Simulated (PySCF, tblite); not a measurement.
# C₆H₉GeNS: geometry, infrared bands and NMR shifts

Wanted: the infrared bands and NMR shifts of C₆H₉GeNS (`N#CC[C@H](S)C#C[CH2][GeH3]`), by calculation.

Programs: tblite 0.8.0 and PySCF 2.14.0, with density-fitted response routines of our own. Each step states its level of theory. These are calculated values for one molecule in the gas phase, unless marked as measured. Atoms are numbered from 0 throughout.

**1. The molecule as given**

18 atoms, charge 0, multiplicity 1; geometry from: force field or distance geometry start.

Bonds of the start (Å): N0–C1 1.16, C1–C2 1.47, C2–C3 1.54, C3–S4 1.83, C3–C5 1.47, C5–C6 1.21, C6–C7 1.47, C7–Ge8 1.94, C2–H9 1.12, C2–H10 1.10, C3–H11 1.10, S4–H12 1.41, C7–H13 1.11, C7–H14 1.10, Ge8–H15 1.55, Ge8–H16 1.55, Ge8–H17 1.54.

**2. Relaxing the molecule with GFN2-xTB**

Job settings and geometry (Å):

```
{"job": {"kind": "relax", "xc": "GFN2-xTB", "basis": "xTB"}, "charge": 0, "multiplicity": 1}
N     -1.587500     2.564600     1.181300
C     -1.915000     1.481400     0.946300
C     -2.298500     0.087400     0.672200
C     -1.755900    -0.374200    -0.691500
S     -2.406600    -2.037200    -1.070500
C     -0.292500    -0.452400    -0.659200
C      0.917400    -0.498800    -0.631900
C      2.383800    -0.552100    -0.582300
Ge     3.031200     0.607800     0.827900
H     -3.421600     0.047400     0.658100
H     -1.948400    -0.570000     1.485600
H     -2.069700     0.316800    -1.485500
H     -3.724300    -1.562500    -1.254400
H      2.793100    -0.222500    -1.563500
H      2.700400    -1.589100    -0.382700
H      2.560900     2.064700     0.558100
H      2.451200     0.143900     2.190000
H      4.573200     0.551000     0.870200
```

Run with:

```
OMP_NUM_THREADS=1 python probes_run.py task.json out
```

The driver reads the jobs from task.json and runs them one after another.

Log:

```text
step      E/eV     max force
  0    -691.17116    1.757
  1    -691.27277    3.917
  2    -691.31928    2.456
  3    -691.38184    0.864
  4    -691.37893    1.766
  5    -691.39696    0.237
  6    -691.40265    0.170
  7    -691.40684    0.227
  8    -691.40845    0.124
  9    -691.41044    0.107
 10    -691.41189    0.175
 11    -691.41317    0.130
 12    -691.41393    0.058
 13    -691.41444    0.052
 14    -691.41487    0.082
 15    -691.41528    0.066
 16    -691.41559    0.032
 17    -691.41581    0.040
 18    -691.41602    0.064
 19    -691.41631    0.072
 20    -691.41671    0.055
 21    -691.41716    0.048
 22    -691.41752    0.045
 23    -691.41779    0.046
 24    -691.41801    0.046
 25    -691.41824    0.039
 26    -691.41847    0.042
 27    -691.41866    0.038
 28    -691.41879    0.030
 29    -691.41892    0.029
 30    -691.41905    0.034
 31    -691.41919    0.033
 32    -691.41932    0.028
 33    -691.41943    0.024
 34    -691.41953    0.023
 35    -691.41962    0.029
 36    -691.41972    0.028
 37    -691.41982    0.028
 38    -691.41993    0.031
 39    -691.42002    0.026
 40    -691.42009    0.023
 41    -691.42016    0.017
 42    -691.42022    0.020
 43    -691.42026    0.017
 44    -691.42030    0.017
 45    -691.42034    0.016
 46    -691.42039    0.024
 47    -691.42046    0.029
 48    -691.42057    0.037
 49    -691.42071    0.037
 50    -691.42083    0.028
 51    -691.42092    0.025
 52    -691.42102    0.027
 53    -691.42113    0.034
 54    -691.42124    0.027
 55    -691.42134    0.030
 56    -691.42143    0.028
 57    -691.42156    0.033
 58    -691.42173    0.036
 59    -691.42190    0.031
 60    -691.42205    0.029
 61    -691.42219    0.034
 62    -691.42235    0.045
 63    -691.42254    0.042
 64    -691.42276    0.044
 65    -691.42299    0.040
 66    -691.42324    0.040
 67    -691.42351    0.052
 68    -691.42256    0.448
 69    -691.42383    0.048
 70    -691.42399    0.043
 71    -691.42430    0.201
 72    -691.42459    0.027
 73    -691.42470    0.025
 74    -691.42494    0.049
 75    -691.42506    0.053
 76    -691.42549    0.094
 77    -691.42590    0.126
 78    -691.42638    0.079
 79    -691.42527    0.568
 80    -691.42700    0.047
 81    -691.42734    0.048
 82    -691.42618    0.686
 83    -691.42843    0.043
 84    -691.42909    0.042
 85    -691.42913    0.697
 86    -691.43117    0.079
 87    -691.43234    0.096
 88    -691.43377    0.741
 89    -691.43656    0.095
 90    -691.43835    0.094
 91    -691.44000    0.394
 92    -691.44209    0.112
 93    -691.44292    0.125
 94    -691.44408    0.112
 95    -691.44484    0.068
 96    -691.44551    0.106
 97    -691.44620    0.091
 98    -691.44685    0.060
 99    -691.44741    0.058
100    -691.44781    0.047
101    -691.44828    0.058
102    -691.44895    0.065
103    -691.44983    0.065
104    -691.45071    0.075
105    -691.45147    0.075
106    -691.45234    0.067
107    -691.45347    0.072
108    -691.45435    0.262
109    -691.45522    0.095
110    -691.45575    0.077
111    -691.45632    0.050
112    -691.45695    0.076
113    -691.45816    0.101
114    -691.45938    0.103
115    -691.46028    0.062
116    -691.46083    0.047
117    -691.46126    0.056
118    -691.46173    0.062
119    -691.46219    0.051
120    -691.46264    0.043
121    -691.46307    0.044
122    -691.46351    0.055
123    -691.46401    0.070
124    -691.46449    0.087
125    -691.46489    0.083
126    -691.46521    0.053
127    -691.46545    0.032
128    -691.46559    0.025
129    -691.46568    0.026
130    -691.46574    0.019
131    -691.46580    0.017
132    -691.46585    0.030
133    -691.46592    0.043
134    -691.46599    0.042
135    -691.46608    0.030
136    -691.46616    0.026
137    -691.46623    0.023
138    -691.46631    0.029
139    -691.46639    0.030
140    -691.46649    0.027
141    -691.46656    0.023
142    -691.46663    0.021
143    -691.46669    0.026
144    -691.46676    0.022
145    -691.46682    0.018
146    -691.46686    0.016
147    -691.46690    0.018
148    -691.46693    0.017
149    -691.46696    0.010
150    -691.46698    0.013
151    -691.46700    0.017
152    -691.46704    0.022
153    -691.46712    0.029
154    -691.46723    0.033
155    -691.46738    0.033
156    -691.46754    0.029
157    -691.46767    0.027
158    -691.46779    0.024
159    -691.46789    0.027
160    -691.46797    0.025
161    -691.46806    0.023
162    -691.46815    0.025
163    -691.46828    0.028
164    -691.46844    0.035
165    -691.46856    0.030
166    -691.46863    0.019
167    -691.46868    0.016
168    -691.46872    0.017
169    -691.46877    0.016
170    -691.46881    0.015
171    -691.46883    0.015
172    -691.46885    0.010
173    -691.46886    0.008
```

Run time: 1.6 s. Hardware: 1 thread of Arm Neoverse V1, shared host; peak memory 0.18 GiB.

The steps of the relaxation: (not every step is listed) (the energy doesn't fall at every step)

| step | energy from step 0 (eV) | largest force (eV/Å) |
| --- | --- | --- |
| 0 | 0.0000 | 1.7572 |
| 1 | -0.1016 | 3.9175 |
| 2 | -0.1481 | 2.4561 |
| 3 | -0.2107 | 0.8642 |
| 4 | -0.2078 | 1.7662 |
| 5 | -0.2258 | 0.2369 |
| 6 | -0.2315 | 0.1698 |
| 7 | -0.2357 | 0.2271 |
| 8 | -0.2373 | 0.1240 |
| 24 | -0.2468 | 0.0458 |
| 40 | -0.2489 | 0.0226 |
| 56 | -0.2503 | 0.0282 |
| 72 | -0.2534 | 0.0272 |
| 88 | -0.2626 | 0.7405 |
| 104 | -0.2795 | 0.0751 |
| 120 | -0.2915 | 0.0427 |
| 136 | -0.2950 | 0.0260 |
| 152 | -0.2959 | 0.0223 |
| 168 | -0.2976 | 0.0166 |
| 169 | -0.2976 | 0.0162 |
| 170 | -0.2976 | 0.0153 |
| 171 | -0.2977 | 0.0153 |
| 172 | -0.2977 | 0.0104 |
| 173 | -0.2977 | 0.0079 |

Close pairs (by a distance rule), those that changed most:

| bond | before (Å) | after (Å) | change (Å) |
| --- | --- | --- | --- |
| S4–H12 | 1.413 | 1.335 | -0.078 |
| Ge8–H15 | 1.555 | 1.485 | -0.070 |
| Ge8–H16 | 1.551 | 1.488 | -0.064 |
| C7–Ge8 | 1.937 | 1.996 | +0.059 |
| Ge8–H17 | 1.544 | 1.504 | -0.039 |
| C6–C7 | 1.468 | 1.434 | -0.034 |
| C2–H9 | 1.124 | 1.093 | -0.031 |
| C3–S4 | 1.826 | 1.856 | +0.030 |

The next job starts from the end point, and lists it.

**3. Harmonic vibrations with GFN2-xTB**

Job settings and geometry (Å):

```
{"job": {"kind": "ir", "xc": "GFN2-xTB", "basis": "xTB"}, "charge": 0, "multiplicity": 1}
N     -0.315805     1.724132     1.407719
C     -1.150823     1.013733     1.082523
C     -2.152913     0.075851     0.641024
C     -1.780127    -0.416856    -0.774517
S     -2.644922    -2.016535    -1.144471
C     -0.347270    -0.582854    -0.837565
C      0.847102    -0.613058    -0.721223
C      2.265809    -0.530089    -0.528782
Ge     2.667131     0.879055     0.826423
H     -3.143223     0.537952     0.656744
H     -2.144983    -0.772043     1.332919
H     -2.105308     0.296608    -1.537185
H     -3.867458    -1.483023    -1.187982
H      2.761551    -0.285647    -1.471168
H      2.652579    -1.490730    -0.180484
H      2.200422     2.215147     0.377398
H      2.086437     0.528543     2.150328
H      4.163043     0.926133     0.976674
```

Log:

```text
mode    cm-1     km/mol
  1      35.8      0.17
  2      62.0      8.32
  3      77.4      6.40
  4      94.6      1.25
  5     124.8     13.40
  6     163.0      8.17
  7     181.3     29.69
  8     223.6      0.04
  9     244.5      0.43
 10     278.3      2.70
 11     327.9      3.96
 12     368.5      1.21
 13     376.8      2.81
 14     421.2     11.65
 15     442.9     33.13
 16     487.3     38.29
 17     533.8      0.78
 18     605.5     44.50
 19     679.6      3.89
 20     748.9    128.96
 21     762.8    387.36
 22     795.7     40.64
 23     843.7     64.67
 24     852.0     35.05
 25     866.5     90.19
 26     934.4      8.88
 27     975.8     11.55
 28    1015.3     11.19
 29    1089.9      6.47
 30    1106.9     11.17
 31    1149.0     14.82
 32    1160.0     18.52
 33    1205.1     50.28
 34    1258.5     30.47
 35    1284.9      1.87
 36    1413.2      2.01
 37    1415.0      6.46
 38    1966.3    322.86
 39    2088.6    356.44
 40    2138.0    399.74
 41    2385.7     79.60
 42    2402.7    181.12
 43    2409.9    136.33
 44    2924.5     11.44
 45    2933.7     29.41
 46    2945.9     30.55
 47    2959.7      8.71
 48    2969.7     12.81
```

It took 0.84 s on 1 thread of Arm Neoverse V1, shared host; peak memory 0.18 GiB.

Which atoms move in the most intense modes:

| cm⁻¹ | km/mol | atoms |
| --- | --- | --- |
| 749 | 129.0 | H14 26 %, H13 26 %, C7 26 % |
| 763 | 387.4 | H17 33 %, H16 30 %, H15 28 % |
| 866 | 90.2 | H17 49 %, H16 28 %, H15 19 % |
| 1966 | 322.9 | H17 87 % |
| 2089 | 356.4 | H16 62 %, H15 25 %, H17 12 % |
| 2138 | 399.7 | H15 68 %, H16 30 % |
| 2403 | 181.1 | C1 58 %, N0 38 % |
| 2410 | 136.3 | H12 95 % |

**4. NMR shieldings: PBE0/pcSseg-1**

Same as in step 3 but for these lines:

```diff
@@ -1,2 +1,2 @@
-{"job": {"kind": "ir", "xc": "GFN2-xTB", "basis": "xTB"}, "charge": 0, "multiplicity": 1}
+{"job": {"kind": "nmr", "xc": "PBE0", "basis": "pcSseg-1"}, "charge": 0, "multiplicity": 1}
 N     -0.315805     1.724132     1.407719
```

Level: GIAO PBE0/pcSseg-1 NMR shielding, non-relativistic, gas phase.

Log:

```text
coarse grid: 72184 points
cycle   1  E = -2762.7695805414  dE =  5.335e-01  |g| = 9.770e-01  |ddm| = 4.572e+00
cycle   2  E = -2762.6033354316  dE =  1.662e-01  |g| = 1.275e+00  |ddm| = 1.689e+00
cycle   3  E = -2762.8324438749  dE = -2.291e-01  |g| = 4.595e-01  |ddm| = 1.229e+00
cycle   4  E = -2762.8761770218  dE = -4.373e-02  |g| = 8.887e-02  |ddm| = 3.479e-01
cycle   5  E = -2762.8773082850  dE = -1.131e-03  |g| = 3.316e-02  |ddm| = 8.998e-02
cycle   6  E = -2762.8775471407  dE = -2.389e-04  |g| = 1.066e-02  |ddm| = 3.137e-02
cycle   7  E = -2762.8775732869  dE = -2.615e-05  |g| = 1.915e-03  |ddm| = 1.003e-02
cycle   8  E = -2762.8775740870  dE = -8.001e-07  |g| = 4.582e-04  |ddm| = 2.138e-03
final grid: 151376 points
cycle   9  E = -2762.8776153559  dE =  3.077e-08  |g| = 7.289e-04  |ddm| = 2.869e-03
cycle  10  E = -2762.8776149462  dE =  4.097e-07  |g| = 1.529e-03  |ddm| = 1.996e-03
cycle  11  E = -2762.8776154724  dE = -5.262e-07  |g| = 2.394e-04  |ddm| = 1.273e-03
cycle  12  E = -2762.8776154850  dE = -1.262e-08  |g| = 2.038e-05  |ddm| = 1.910e-04
cycle  13  E = -2762.8776154851  dE = -1.028e-10  |g| = 8.668e-06  |ddm| = 2.600e-05
converged SCF energy = -2762.8776154851

GIAO shielding tensors (ppm)
atom      isotropic    diamagn.    paramagn.     s11        s22        s33       span
  0 N      -39.093     341.796    -380.889   -206.669   -194.534    283.925    490.594
  1 C       62.748     265.883    -203.135    -52.657    -43.915    284.817    337.474
  2 C      152.549     254.667    -102.118    124.095    153.090    180.462     56.367
  3 C      152.978     251.363     -98.385    134.250    156.989    167.695     33.445
  4 S      512.910    1054.128    -541.219    282.528    481.836    774.365    491.837
  5 C      105.395     269.307    -163.912     22.210     25.414    268.562    246.352
  6 C       86.599     266.289    -179.690     -0.934     10.515    250.215    251.148
  7 C      186.045     257.136     -71.091    177.357    178.714    202.064     24.707
  8 Ge    1543.328    2756.166   -1212.837   1466.530   1544.115   1619.339    152.809
  9 H       29.223      29.741      -0.518     24.005     28.654     35.008     11.003
 10 H       28.846      31.084      -2.238     24.609     29.380     32.549      7.941
 11 H       27.528      31.722      -4.194     22.578     27.451     32.557      9.979
 12 H       29.490      29.221       0.269     22.401     27.154     38.915     16.514
 13 H       29.705      30.143      -0.437     23.684     27.937     37.495     13.812
 14 H       29.772      30.510      -0.738     23.998     28.046     37.273     13.275
 15 H       27.627      30.318      -2.691     20.926     23.901     38.052     17.126
 16 H       27.552      30.469      -2.917     20.786     23.990     37.881     17.095
 17 H       28.005      28.786      -0.781     21.257     22.291     40.467     19.210
```

It took 76 s on 1 thread of Arm Neoverse V1, shared host; peak memory 1 GiB.

The references, computed at this level on geometries of the same kind, shield at (ppm): 1H TMS 31.72, 13C TMS 186.9, 15N NH3 267.7, 33S CS2 504, 73Ge GeMe4 1331. Their shielding less the atom's gives the shift. The references are single molecules in the gas phase, so shifts against H2O, NH3, PH3, H3PO4 or CFCl3 are not on the usual liquid scales and can be off by tens of ppm. Atoms listed in one row are averaged.

| atoms | environment | σ (ppm) | δ (ppm) |
| --- | --- | --- | --- |
| C1 | nitrile carbon | 62.7 | 124.2 |
| C6 | alkyne carbon | 86.6 | 100.3 |
| C5 | alkyne carbon | 105.4 | 81.5 |
| C2 | sp3 CH2 α to a nitrile | 152.5 | 34.4 |
| C3 | propargylic sp3 CH bonded to S | 153.0 | 33.9 |
| C7 | propargylic sp3 CH2 bonded to Ge | 186.0 | 0.9 |
| H11 | hydrogen on a propargylic sp3 CH bonded to S | 27.53 | 4.19 |
| H15, H16, H17 | hydrogen on a germanium bonded to C | 27.73 | 3.99 |
| H10 | hydrogen on an sp3 CH2 α to a nitrile | 28.85 | 2.87 |
| H9 | hydrogen on an sp3 CH2 α to a nitrile | 29.22 | 2.49 |
| H12 | hydrogen on a thiol sulfur | 29.49 | 2.23 |
| H13 | hydrogen on a propargylic sp3 CH2 bonded to Ge | 29.71 | 2.01 |
| H14 | hydrogen on a propargylic sp3 CH2 bonded to Ge | 29.77 | 1.95 |
| N0 | nitrile nitrogen | -39.1 | 306.8 |
| S4 | thiol sulfur | 513 | -9 |
| Ge8 | germanium bonded to C, 3 H | 1543 | -212 |

The run also stored atomic charges by several schemes (e):

| atoms | Mulliken | IAO | Hirshfeld | ESP fit |
| --- | --- | --- | --- | --- |
| N0 | -0.28 | -0.25 | -0.19 | -0.48 |
| C1 | 0.07 | 0.15 | 0.09 | 0.38 |
| C2 | -0.09 | -0.30 | -0.05 | -0.10 |
| C3 | -0.45 | -0.17 | -0.01 | -0.07 |
| S4 | -0.03 | -0.05 | -0.04 | -0.26 |
| C5 | -0.02 | -0.12 | -0.09 | -0.16 |
| C6 | -0.01 | -0.01 | -0.04 | 0.06 |
| C7 | -0.46 | -0.51 | -0.13 | -0.35 |
| Ge8 | 0.24 | 0.52 | 0.31 | 0.37 |

Mayer bond orders: N0–C1 3.00, C1–C2 1.02, C2–C3 0.95, C3–S4 1.07, C3–C5 1.04, C5–C6 2.58, C6–C7 1.12, C7–Ge8 0.88.

**5. Results**

| quantity | value |
| --- | --- |
| strongest single infrared mode (GFN2-xTB) | 2138 cm⁻¹, 400 km/mol |
| zero-point energy (GFN2-xTB) | 75.4 kcal/mol |
| 13C shifts against TMS (PBE0/pcSseg-1) | 124.2, 100.3, 81.5, 34.4, 33.9, 0.9 ppm |
| 1H shifts against TMS (PBE0/pcSseg-1, means over atoms taken as alike) | 4.19, 3.99, 2.87, 2.49, 2.23, 2.01, 1.95 ppm |
| 15N shifts against NH3 (PBE0/pcSseg-1) | 306.8 ppm |
| 33S shifts against CS2 (PBE0/pcSseg-1) | -9 ppm |
| 73Ge shifts against GeMe4 (PBE0/pcSseg-1) | -212 ppm |

In words: The optimisation took 173 steps and gained 0.298 eV; among the close pairs (by a distance rule), S4–H12 changed most, from 1.413 to 1.335 Å. No mode is imaginary among the 48: a minimum at this level. The strongest single mode, at 2138 cm⁻¹, moves mainly H15. GFN2-xTB is a fitted tight-binding method: band positions and strengths are rough. Its intensities can rank the bands wrongly. C1 (nitrile carbon) lies farthest downfield among carbon, at 124.2 ppm; C≡N carbons fall here, among the sp2 signals but without a proton. Spin-orbit coupling is left out, which matters for shieldings and couplings at and beside the heavy atoms.
